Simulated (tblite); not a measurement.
# C5H13NSi2: the cost of one run

The runs use tblite 0.8.0 and PySCF 2.14.0, with density-fitted response routines of our own; the level of theory stands in each step. All values are computed, except where a source is named. Atoms count from 0, in the outputs and in this text.

## (1) The molecule as given

21 atoms, charge 0, multiplicity 1; geometry from: force field or distance geometry start.

Bonds of the start (Å): C0–C1 1.22, C1–C2 1.47, C2–C3 1.50, C2–C4 1.52, C4–Si5 1.85, C2–N6 1.42, N6–Si7 1.77, C0–H8 1.06, C3–H9 1.08, C3–H10 1.11, C3–H11 1.12, C4–H12 1.10, C4–H13 1.13, Si5–H14 1.48, Si5–H15 1.45, Si5–H16 1.47, N6–H17 1.01, Si7–H18 1.46, Si7–H19 1.47, Si7–H20 1.46.

## (2) Relaxing the molecule with GFN2-xTB

Job settings and geometry (Å):

```
{"job": {"kind": "relax", "xc": "GFN2-xTB", "basis": "xTB"}, "charge": 0, "multiplicity": 1}
C     -0.146400    -0.805300     2.400800
C     -0.148600    -0.636700     1.190900
C     -0.122400    -0.422900    -0.262000
C      0.140200    -1.751900    -0.916400
C     -1.512200     0.070500    -0.646600
Si    -1.821500     1.648100     0.270600
N      0.793100     0.600400    -0.635300
Si     2.483500     0.311100    -0.202100
H     -0.148800    -0.946500     3.452500
H      0.674200    -1.696700    -1.857300
H      0.674800    -2.443400    -0.235400
H     -0.853200    -2.226900    -1.116200
H     -2.297100    -0.688200    -0.490700
H     -1.433500     0.324000    -1.742100
H     -1.320600     1.548600     1.665000
H     -1.140400     2.785400    -0.328000
H     -3.250500     1.964500     0.339100
H      0.480300     1.562200    -0.583200
H      2.727400    -0.893600     0.587500
H      2.972800     1.469200     0.557800
H      3.240000     0.245000    -1.449400
```

Launch:

```sh
OMP_NUM_THREADS=1 python probes_run.py task.json out
```

The driver reads the jobs from task.json and runs them one after another.

**Question.** How long does this first job take on 1 thread of Intel Xeon at 2.50GHz, shared host, and how much memory does it need?

About 4.4 s, with a peak of 0.18 GiB.
